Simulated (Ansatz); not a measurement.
# CHBr₂F: up Jacob's ladder to CCSD(T)

Aim: compute CHBr₂F with functionals from several rungs and with coupled cluster. The yardstick is the atomisation energy at the CCSD(T) limit.

Computed with Ansatz 0.2.0, Gaussian basis. Level: functionals in def2-TZVPP, the program's frozen cores in correlated methods.

The runs, in order: LDA (SPW92), PBE-D4, revPBE-D4, BLYP-D4, r2SCAN-D4, B97M-V, PBE0-D4, B3LYP-D4, r2SCANh-D4, r2SCAN0-D4, HSE06-D4, BHLYP-D4, CAM-B3LYP-D4, LC-ωPBE, ωB97X-V, ωB97M-V, B2PLYP, PBE-QIDH; CCSD(T)/def2-SVP; CCSD(T)/def2-TZVPP; MP2/def2-QZVPP; extrapolation to the limit; RPA on PBE.

## (1) The relaxed structure

An earlier PBE0-D4 in a triple-zeta def2 set relaxation fixed the geometry.

SMILES `FC(Br)Br`, 5 atoms, charge 0, spin multiplicity 1.

Atoms are counted from 1 here; the program's logs count them from 0.

Bond lengths: F1–C2 1.338 Å, C2–Br3 1.927 Å, C2–Br4 1.927 Å, C2–H5 1.086 Å. Angles: F1–C2–Br3 109.7°, F1–C2–Br4 109.7°, F1–C2–H5 110.2°, Br3–C2–Br4 112.1°, Br3–C2–H5 107.6°, Br4–C2–H5 107.6°.

## (2) LDA

This LDA is Slater exchange with PW92 correlation.

Contents of in.yaml:

```yaml
crystal:
  periodic: [false, false, false]
  atoms:
    - {symbol: F, position_ang: [-0.590927, -0.199763, 1.255165]}
    - {symbol: C, position_ang: [-0.035418, 0.106012, 0.077317]}
    - {symbol: Br, position_ang: [1.782833, -0.531173, 0.033226]}
    - {symbol: Br, position_ang: [-1.097159, -0.632612, -1.351358]}
    - {symbol: H, position_ang: [-0.009429, 1.183938, -0.055750]}
basis:
  gaussian: {orbitals: def2-TZVPP}
hamiltonian: {xc: lda}
output: {orbitals: {seedname: orbitals}}
```

Started as:

```bash
$ ansatz run in.yaml --threads 4 --pin off --events-out ev --progress --plain --max-ram 10444MiB
```

Further steps of the session: PBE-D4 (GGA); revPBE-D4 (GGA); BLYP-D4 (GGA); r2SCAN-D4 (meta-GGA); B97M-V (meta-GGA); B3LYP-D4 (hybrid); r2SCANh-D4 (hybrid); r2SCAN0-D4 (hybrid); HSE06-D4 (hybrid); BHLYP-D4 (hybrid); CAM-B3LYP-D4 (range-separated); LC-ωPBE (range-separated); ωB97X-V (range-separated); ωB97M-V (range-separated); B2PLYP (double hybrid); PBE-QIDH (double hybrid); CCSD(T) in def2-SVP; CCSD(T) in def2-TZVPP; MP2 in def2-QZVPP; RPA on PBE orbitals.

**Question.** What will the summary of the whole plan be? Wanted: atomisation energy, CCSD(T)/CBS; farthest beyond LDA; mean size of error, GGA; mean size of error, meta-GGA; mean size of error, hybrid; mean size of error, range-separated; mean size of error, double hybrid; gap, smallest and largest; T1 diagnostic.

The runs gave:

| quantity | value |
| --- | --- |
| atomisation energy, CCSD(T)/CBS | 15.426 eV |
| functionals within 0.154 eV (1.0 %) | revPBE-D4, BLYP-D4, r2SCAN-D4, PBE0-D4, r2SCANh-D4, HSE06-D4, ωB97X-V, PBE-QIDH |
| farthest beyond LDA | BHLYP-D4 (-1.164 eV) |
| mean size of error, GGA | 0.320 eV |
| mean size of error, meta-GGA | 0.142 eV |
| mean size of error, hybrid | 0.368 eV |
| mean size of error, range-separated | 0.198 eV |
| mean size of error, double hybrid | 0.269 eV |
| gap, smallest and largest | 4.75 eV (BLYP-D4), 12.24 eV (LC-ωPBE) |
| T1 diagnostic | 0.0088 |
| triples share of the correlation energy | 3.5 % |

What this shows: LDA overbinds by 3.454 eV (22 %). PBE-D4 is off by +0.774 eV. Double hybrids carry the basis error of their MP2 part in triple zeta, and no dispersion term here, so their miss is partly the set-up's. Taken by rung, meta-GGA functionals do best (0.142 eV on average) and hybrid ones worst beyond LDA (0.368 eV). The gap between the best rungs is small, so their order is not settled. The mean of the hybrids holds BHLYP, with half exact exchange. The reference freezes the cores and leaves out relativity and excitations past (T), and its outer-core shells are covered unevenly, so misses under about 0.154 eV can't be ranked. All levels share the lack of spin-orbit coupling, which lowers the free heavy atoms and so the true binding. Hartree-Fock recovers 63 % of the binding; the rest is correlation. CCSD(T) in def2-SVP is off by -1.338 eV, worse than the median functional, from the basis alone. Orbital gaps span 4.8 to 12.2 eV; exact exchange widens them. Correlated methods include outer-core shells of Br, which these sets cover unevenly.
